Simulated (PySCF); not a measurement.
# Cu₂S: a ladder of methods

Aim: at the PBE0 minimum of singlet Cu₂S, found before, compare methods on energies and levels.

Program: PySCF 2.14.0. Level of theory: several methods, basis S def2-TZVP, Cu def2-TZVP, no relativity, density fitting. These are calculated values, not measurements.

## (1) The system as given

3 atoms, charge 0, spin multiplicity 1.

Bond lengths: S1–Cu2 2.102 Å, S1–Cu3 2.102 Å, Cu2–Cu3 2.611 Å. Angles: Cu2–S1–Cu3 76.8°, S1–Cu2–Cu3 51.6°, S1–Cu3–Cu2 51.6°.

Z-matrix (Å, degrees; charge 0 multiplicity 1):
```
S
Cu 1 2.1016
Cu 1 2.1016 2 76.80
```

## (2) PBE0

One driver script runs all steps and calls PySCF; scf.py shows the equivalent input of each level. Each SCF starts from the density of the minimum. The driver also runs the species with one electron less or more at the same geometry (one less: multiplicity 2, one more: multiplicity 2); their logs are not shown.

scf.py

```python
from pyscf import gto, scf, dft
mol = gto.M(atom='''
S      0.394703     1.252689     0.000000
Cu    -0.100266    -0.318221     1.305385
Cu    -0.100266    -0.318221    -1.305385''',
    basis={'S': 'def2-TZVP', 'Cu': 'def2-TZVP'},
    charge=0, spin=0)
mf = dft.RKS(mol, xc='PBE0')
mf.grids.atom_grid = (99, 590)
aux = {'S': 'def2-universal-JKFIT', 'Cu': 'def2-universal-JKFIT'}
mf = mf.density_fit(auxbasis=aux)
mf.kernel()
```

Output:

```text
init E= -3678.66686581582
  HOMO = -0.209529459202418  LUMO = -0.0885154354791915  gap/eV = 3.29296
cycle= 1 E= -3678.66686581854  delta_E= -2.73e-09  |g|= 1.85e-05  |ddm|= 7.5e-05
  HOMO = -0.209529199738835  LUMO = -0.0885154645043613  gap/eV = 3.29295
cycle= 2 E= -3678.66686581842  delta_E= 1.25e-10  |g|= 4.72e-05  |ddm|= 2.36e-05
  HOMO = -0.209529304763407  LUMO = -0.0885153086606714  gap/eV = 3.29296
cycle= 3 E= -3678.66686581861  delta_E= -1.94e-10  |g|= 4.52e-06  |ddm|= 1.6e-05
  HOMO = -0.209529521302365  LUMO = -0.0885153584970517  gap/eV = 3.29296
Extra cycle  E= -3678.66686581859  delta_E= 1.91e-11  |g|= 1.33e-05  |ddm|= 6.81e-06
converged SCF energy = -3678.66686581859
```

This level, with the species of one electron less or more, took 9.4 s on 4 threads, shared host.

| Item | Value |
| --- | --- |
| energy | -3678.666866 Eh |
| one electron less (charge +1) | -3678.385974 Eh (doublet, ⟨S²⟩ 0.76) |
| one electron more (charge -1) | -3678.699192 Eh (doublet, ⟨S²⟩ 0.76) |
| Mulliken charge of S1 | -0.62 e |

## (3) HF

scf.py: that of step 2 with these lines changed.

```diff
@@ -8,2 +8 @@
-mf = dft.RKS(mol, xc='PBE0')
-mf.grids.atom_grid = (99, 590)
+mf = scf.RHF(mol)
```

Output (excerpt; [...] marks lines left out):

```text
[... the frontier levels of the middle cycles are left out ...]
init E= -3675.38345011891
  HOMO = -0.311771478635352  LUMO = 0.00541402386152612  gap/eV = 8.63106
cycle= 1 E= -3675.42237567198  delta_E= -0.0389  |g|= 0.392  |ddm|= 0.417
  HOMO = -0.283688230216426  LUMO = 0.0166254573231787  gap/eV = 8.17195
cycle= 2 E= -3675.41434796826  delta_E= 0.00803  |g|= 0.528  |ddm|= 0.306
  HOMO = -0.28867808617304  LUMO = 0.0113316150215397  gap/eV = 8.16368
cycle= 3 E= -3675.4349319518  delta_E= -0.0206  |g|= 0.0397  |ddm|= 0.136
cycle= 4 E= -3675.43549939783  delta_E= -0.000567  |g|= 0.0115  |ddm|= 0.0653
cycle= 5 E= -3675.43564034666  delta_E= -0.000141  |g|= 0.00551  |ddm|= 0.0286
cycle= 6 E= -3675.43569396704  delta_E= -5.36e-05  |g|= 0.00197  |ddm|= 0.0214
cycle= 7 E= -3675.43570033729  delta_E= -6.37e-06  |g|= 0.000623  |ddm|= 0.00851
cycle= 8 E= -3675.43570068141  delta_E= -3.44e-07  |g|= 0.000218  |ddm|= 0.00174
cycle= 9 E= -3675.4357007337  delta_E= -5.23e-08  |g|= 4.73e-05  |ddm|= 0.000753
cycle= 10 E= -3675.43570073569  delta_E= -1.99e-09  |g|= 3.1e-05  |ddm|= 0.000108
cycle= 11 E= -3675.43570073611  delta_E= -4.2e-10  |g|= 1.87e-05  |ddm|= 4.03e-05
  HOMO = -0.283401224130113  LUMO = 0.0107190730569862  gap/eV = 8.00342
Extra cycle  E= -3675.43570073616  delta_E= -4.91e-11  |g|= 2.42e-05  |ddm|= 1.94e-05
converged SCF energy = -3675.43570073616
```

This level, with the species of one electron less or more, took 3.8 s.

* energy: -3675.435701 Eh
* one electron less (charge +1): -3675.214050 Eh (doublet, ⟨S²⟩ 0.76)
* one electron more (charge -1): -3675.433851 Eh (doublet, ⟨S²⟩ 0.78)
* Mulliken charge of S1: -0.94 e

## (4) PBE

scf.py: that of step 3 with these lines changed.

```diff
@@ -8 +8,2 @@
-mf = scf.RHF(mol)
+mf = dft.RKS(mol, xc='PBE')
+mf.grids.atom_grid = (99, 590)
```

Output (excerpt; [...] marks lines left out):

```text
[... the frontier levels of the middle cycles are left out ...]
init E= -3678.64307206261
  HOMO = -0.148765870500727  LUMO = -0.110710030957304  gap/eV = 1.03555
cycle= 1 E= -3678.60116970814  delta_E= 0.0419  |g|= 0.712  |ddm|= 0.563
  HOMO = -0.235789668178295  LUMO = -0.159855688797666  gap/eV = 2.06627
cycle= 2 E= -3678.13468607672  delta_E= 0.466  |g|= 2.48  |ddm|= 1.12
  HOMO = -0.188938565206996  LUMO = -0.131289530710418  gap/eV = 1.56871
cycle= 3 E= -3678.64365880441  delta_E= -0.509  |g|= 0.237  |ddm|= 0.685
cycle= 4 E= -3678.64626244642  delta_E= -0.0026  |g|= 0.134  |ddm|= 0.29
cycle= 5 E= -3678.65190136475  delta_E= -0.00564  |g|= 0.03  |ddm|= 0.16
cycle= 6 E= -3678.65200494434  delta_E= -0.000104  |g|= 0.00575  |ddm|= 0.0186
cycle= 7 E= -3678.65201141913  delta_E= -6.47e-06  |g|= 0.00129  |ddm|= 0.00437
cycle= 8 E= -3678.65201162695  delta_E= -2.08e-07  |g|= 0.000779  |ddm|= 0.000964
cycle= 9 E= -3678.65201168429  delta_E= -5.73e-08  |g|= 0.000195  |ddm|= 0.000346
cycle= 10 E= -3678.65201168853  delta_E= -4.24e-09  |g|= 2.83e-05  |ddm|= 0.000109
cycle= 11 E= -3678.65201168861  delta_E= -8e-11  |g|= 7.44e-06  |ddm|= 1.57e-05
  HOMO = -0.173032354759986  LUMO = -0.123645918258095  gap/eV = 1.34387
Extra cycle  E= -3678.65201168853  delta_E= 7.55e-11  |g|= 3.29e-05  |ddm|= 1.8e-05
converged SCF energy = -3678.65201168853
```

This level, with the species of one electron less or more, took 24 s.

| Item | Value |
| --- | --- |
| energy | -3678.652012 Eh |
| one electron less (charge +1) | -3678.367361 Eh (doublet, ⟨S²⟩ 0.75) |
| one electron more (charge -1) | -3678.691568 Eh (doublet, ⟨S²⟩ 0.76) |
| Mulliken charge of S1 | -0.50 e |

## (5) r2SCAN

scf.py: that of step 4 with these lines changed.

```diff
@@ -8 +8 @@
-mf = dft.RKS(mol, xc='PBE')
+mf = dft.RKS(mol, xc='R2SCAN')
```

Output (excerpt; [...] marks lines left out):

```text
[... the frontier levels of the middle cycles are left out ...]
init E= -3679.24215743527
  HOMO = -0.163987920396398  LUMO = -0.107515967232306  gap/eV = 1.53668
cycle= 1 E= -3679.23954699816  delta_E= 0.00261  |g|= 0.252  |ddm|= 0.295
  HOMO = -0.202435718647781  LUMO = -0.129348174934524  gap/eV = 1.98881
cycle= 2 E= -3679.1717420338  delta_E= 0.0678  |g|= 0.933  |ddm|= 0.432
  HOMO = -0.181255435514977  LUMO = -0.116904334716686  gap/eV = 1.75108
cycle= 3 E= -3679.24524185814  delta_E= -0.0735  |g|= 0.0599  |ddm|= 0.286
cycle= 4 E= -3679.24574392943  delta_E= -0.000502  |g|= 0.0386  |ddm|= 0.074
cycle= 5 E= -3679.24601409089  delta_E= -0.00027  |g|= 0.00329  |ddm|= 0.0296
cycle= 6 E= -3679.24601547847  delta_E= -1.39e-06  |g|= 0.000921  |ddm|= 0.00212
cycle= 7 E= -3679.24601556873  delta_E= -9.03e-08  |g|= 0.000236  |ddm|= 0.000416
cycle= 8 E= -3679.24601557584  delta_E= -7.11e-09  |g|= 5.17e-05  |ddm|= 0.000144
cycle= 9 E= -3679.24601557598  delta_E= -1.46e-10  |g|= 4.25e-05  |ddm|= 3.52e-05
cycle= 10 E= -3679.2460155762  delta_E= -2.2e-10  |g|= 1.62e-06  |ddm|= 2.23e-05
  HOMO = -0.176183998373591  LUMO = -0.114672606636582  gap/eV = 1.67381
Extra cycle  E= -3679.2460155762  delta_E= 3.64e-12  |g|= 4.2e-06  |ddm|= 5.41e-06
converged SCF energy = -3679.2460155762
```

This level, with the species of one electron less or more, took 35 s.

| Quantity | Value |
| --- | --- |
| energy | -3679.246016 Eh |
| one electron less (charge +1) | -3678.964688 Eh (doublet, ⟨S²⟩ 0.76) |
| one electron more (charge -1) | -3679.285711 Eh (doublet, ⟨S²⟩ 0.78) |
| Mulliken charge of S1 | -0.58 e |

## (6) B3LYP

scf.py: that of step 5 with these lines changed.

```diff
@@ -8 +8 @@
-mf = dft.RKS(mol, xc='R2SCAN')
+mf = dft.RKS(mol, xc='B3LYP')
```

Output (excerpt; [...] marks lines left out):

```text
[... the frontier levels of the middle cycles are left out ...]
init E= -3679.40872286609
  HOMO = -0.197506137265801  LUMO = -0.0988845565041423  gap/eV = 2.68363
cycle= 1 E= -3679.40898695299  delta_E= -0.000264  |g|= 0.119  |ddm|= 0.156
  HOMO = -0.216397162044199  LUMO = -0.107092625679716  gap/eV = 2.97433
cycle= 2 E= -3679.39948068459  delta_E= 0.00951  |g|= 0.364  |ddm|= 0.166
  HOMO = -0.207420464087587  LUMO = -0.102302009042077  gap/eV = 2.86042
cycle= 3 E= -3679.4102707387  delta_E= -0.0108  |g|= 0.0184  |ddm|= 0.106
cycle= 4 E= -3679.4103451075  delta_E= -7.44e-05  |g|= 0.011  |ddm|= 0.027
cycle= 5 E= -3679.41037165549  delta_E= -2.65e-05  |g|= 0.000947  |ddm|= 0.00989
cycle= 6 E= -3679.410371931  delta_E= -2.76e-07  |g|= 0.000366  |ddm|= 0.00159
cycle= 7 E= -3679.41037197253  delta_E= -4.15e-08  |g|= 0.000187  |ddm|= 0.00036
cycle= 8 E= -3679.4103719772  delta_E= -4.67e-09  |g|= 2e-05  |ddm|= 0.000153
cycle= 9 E= -3679.41037197722  delta_E= -2e-11  |g|= 2.81e-05  |ddm|= 2.33e-05
  HOMO = -0.205120562793205  LUMO = -0.101757995221391  gap/eV = 2.81264
Extra cycle  E= -3679.41037197651  delta_E= 7.1e-10  |g|= 9.64e-05  |ddm|= 4.07e-05
converged SCF energy = -3679.41037197651
```

This level, with the species of one electron less or more, took 21 s on 4 threads, shared host.

```
energy                        : -3679.410372 Eh
one electron less (charge +1) : -3679.124543 Eh (doublet, ⟨S²⟩ 0.76)
one electron more (charge -1) : -3679.446925 Eh (doublet, ⟨S²⟩ 0.76)
Mulliken charge of S1         : -0.58 e
```

## (7) TPSSh

scf.py: that of step 6 with these lines changed.

```diff
@@ -8 +8 @@
-mf = dft.RKS(mol, xc='B3LYP')
+mf = dft.RKS(mol, xc='TPSSH')
```

Output (excerpt; [...] marks lines left out):

```text
[... the frontier levels of the middle cycles are left out ...]
init E= -3679.32244067274
  HOMO = -0.176881583542217  LUMO = -0.0959985899180396  gap/eV = 2.20094
cycle= 1 E= -3679.31543221289  delta_E= 0.00701  |g|= 0.327  |ddm|= 0.216
  HOMO = -0.204493732278269  LUMO = -0.115732542933415  gap/eV = 2.41531
cycle= 2 E= -3679.22806202171  delta_E= 0.0874  |g|= 1.09  |ddm|= 0.438
  HOMO = -0.190455579084605  LUMO = -0.103067529832582  gap/eV = 2.37795
cycle= 3 E= -3679.32437502704  delta_E= -0.0963  |g|= 0.0402  |ddm|= 0.317
cycle= 4 E= -3679.32449783609  delta_E= -0.000123  |g|= 0.0258  |ddm|= 0.0522
cycle= 5 E= -3679.32467326101  delta_E= -0.000175  |g|= 0.00391  |ddm|= 0.0258
cycle= 6 E= -3679.32467474369  delta_E= -1.48e-06  |g|= 0.000698  |ddm|= 0.0016
cycle= 7 E= -3679.3246747896  delta_E= -4.59e-08  |g|= 6.18e-05  |ddm|= 0.000295
cycle= 8 E= -3679.32467478989  delta_E= -2.85e-10  |g|= 6.32e-05  |ddm|= 4.78e-05
cycle= 9 E= -3679.32467479025  delta_E= -3.69e-10  |g|= 1.08e-05  |ddm|= 2.6e-05
  HOMO = -0.18685898831367  LUMO = -0.101578531467325  gap/eV = 2.32060
Extra cycle  E= -3679.32467479012  delta_E= 1.38e-10  |g|= 3.72e-05  |ddm|= 2.52e-05
converged SCF energy = -3679.32467479012
```

This level, with the species of one electron less or more, took 32 s.

```
energy                        : -3679.324675 Eh
one electron less (charge +1) : -3679.045258 Eh (doublet, ⟨S²⟩ 0.76)
one electron more (charge -1) : -3679.356991 Eh (doublet, ⟨S²⟩ 0.77)
Mulliken charge of S1         : -0.57 e
```

## (8) Comparison of the levels

| level | atomisation energy (kJ/mol) | vertical ionisation energy (eV) | vertical electron affinity (eV) | −ε(HOMO) (eV) | gap (eV) | dipole (D) | wall time |
| --- | --- | --- | --- | --- | --- | --- | --- |
| PBE0 | 538 | 7.64 | 0.88 | 5.70 | 3.29 | 4.98 | 9.4 s |
| HF | 230 | 6.03 | -0.05 | 7.71 | 8.00 | 7.14 | 3.8 s |
| PBE | 590 | 7.75 | 1.08 | 4.71 | 1.34 | 4.03 | 24 s |
| r2SCAN | 594 | 7.66 | 1.08 | 4.79 | 1.67 | 4.48 | 35 s |
| B3LYP | 508 | 7.78 | 0.99 | 5.58 | 2.81 | 4.59 | 21 s |
| TPSSh | 560 | 7.60 | 0.88 | 5.08 | 2.32 | 4.64 | 32 s |

Times are for 4 threads, shared host; PBE0 starts from its own converged density, so its time is not comparable. A dash stands where a species or a free atom was not run at that level, or the quantity is not defined.

Atomisation goes to high-spin atoms in their ground configurations, run at the same level, without zero-point energy.

## (9) Outcome

```
                         quantity                            value
        atomisation energy, range  230 (HF) to 594 (r2SCAN) kJ/mol
vertical ionisation energy, range     6.03 (HF) to 7.78 (B3LYP) eV
vertical electron affinity, range   -0.05 (HF) to 1.08 (r2SCAN) eV
               orbital gap, range       1.34 (PBE) to 8.00 (HF) eV
```

The atomisation energy spreads over 364 kJ/mol, from HF to r2SCAN; without a CCSD(T) value for it there is no yardstick here. Without diffuse functions electron affinities tend to come out too low.
